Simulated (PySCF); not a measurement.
**Ways to converge the SCF of SrCl**

Do solver options change the result for SrCl, or only the number of cycles?

Computed with PySCF 2.14.0. Level: each script names its method and basis.

1 further run of the same task is left out (for a known fault of the program).

## Step 1: Starting geometry

SrCl: 2 atoms, charge 0, spin multiplicity 2.

Bond lengths: Sr1–Cl2 2.367 Å.

## Step 2: Base script

The input, input.py:

```python
from pyscf import gto, dft

mol = gto.M(
    atom='Sr 0 0 0; Cl 0 0 2.367',
    basis='def2-svp',
    ecp={'Sr': 'def2-svp'},
    charge=0,
    spin=1,
    verbose=4,
)
mf = dft.UKS(mol, xc='wb97')
mf.kernel()
g = mf.nuc_grad_method()
g.grid_response = True
g.kernel()
mf.dip_moment()
print('orbital energies (hartree):', [e[max(0, n-3):n+3].round(4) for e, n in zip(mf.mo_energy, mol.nelec)])
```

The run is started by

```console
$ OMP_NUM_THREADS=1 python input.py
```

Its log is not repeated here.

It gives: E(SCF) = -490.803418 Eh, 12 cycles, ⟨S²⟩ = 0.751, μ = 3.34 D, gradient on the second atom -0.0668 Eh/bohr.

The bond length is a typed value, not an optimised one.

## Step 3: Initial guess atom

Edit 1 changes initial guess: minao → atom.

The input, input.py:

```python
from pyscf import gto, dft

mol = gto.M(
    atom='Sr 0 0 0; Cl 0 0 2.367',
    basis='def2-svp',
    ecp={'Sr': 'def2-svp'},
    charge=0,
    spin=1,
    verbose=4,
)
mf = dft.UKS(mol, xc='wb97')
mf.init_guess = 'atom'
mf.kernel()
g = mf.nuc_grad_method()
g.grid_response = True
g.kernel()
mf.dip_moment()
print('orbital energies (hartree):', [e[max(0, n-3):n+3].round(4) for e, n in zip(mf.mo_energy, mol.nelec)])
```

The run is started by

```console
$ OMP_NUM_THREADS=1 python input.py
```

## Step 4: DIIS space 20

Edit 2 changes DIIS space: default → 20.

Edit input.py of step 2 so:

```diff
@@ -11,2 +11,3 @@
 mf = dft.UKS(mol, xc='wb97')
+mf.diis_space = 20
 mf.kernel()
```

## Step 5: Convergence threshold 0.001 hartree

Edit 3 changes convergence threshold: default → 0.001 hartree.

Edit input.py of step 2 so:

```diff
@@ -11,2 +11,3 @@
 mf = dft.UKS(mol, xc='wb97')
+mf.conv_tol = 0.001
 mf.kernel()
```

## Step 6: Level shift 0.3 hartree

Edit 4 changes level shift: none → 0.3 hartree.

Edit input.py of step 2 so:

```diff
@@ -11,2 +11,3 @@
 mf = dft.UKS(mol, xc='wb97')
+mf.level_shift = 0.3
 mf.kernel()
```

What does the calculation give? Wanted: for each run, E(SCF); from base; gap, α spin; SCF dipole.

As calculated:

| run | E(SCF) (hartree) | from base (eV) | cycles | gap, α spin (eV) | SCF dipole (D) |
| --- | --- | --- | --- | --- | --- |
| base | -490.803418 | 0 | 12 | 5.71 | 3.34 |
| initial guess atom | -490.803418 | 0.0000 | 11 | 5.71 | 3.34 |
| DIIS space 20 | -490.803418 | 0.0000 | 12 | 5.71 | 3.34 |
| convergence threshold 0.001 hartree | -490.803303 | not comparable | 5 | 5.65 | 3.64 |
| level shift 0.3 hartree | -490.803418 | 0.0000 | 20 | 5.71 | 3.34 |

Distance from each run's final energy (log10 hartree) by cycle:

| run | cycle 1 | cycle 2 | cycle 3 | cycle 5 | cycle 8 | cycle 12 |
| --- | --- | --- | --- | --- | --- | --- |
| base | -0.3 | -0.8 | -2.0 | -3.5 | -4.9 | -10.3 |
| initial guess atom | -1.3 | -1.9 | -3.1 | -4.1 | -6.2 | done |
| DIIS space 20 | -0.3 | -0.8 | -2.0 | -3.5 | -4.9 | -10.4 |
| convergence threshold 0.001 hartree | -0.3 | -0.8 | -2.0 | -3.8 | done | done |
| level shift 0.3 hartree | -0.4 | -1.4 | -1.8 | -2.4 | -4.2 | -6.4 |

In words: With initial guess atom or DIIS space 20 or level shift 0.3 hartree the SCF ends at the base energy. The base needs 12 cycles and the run with level shift 0.3 hartree needs 20. Rows marked «poor choice» come from settings spoiled on purpose.
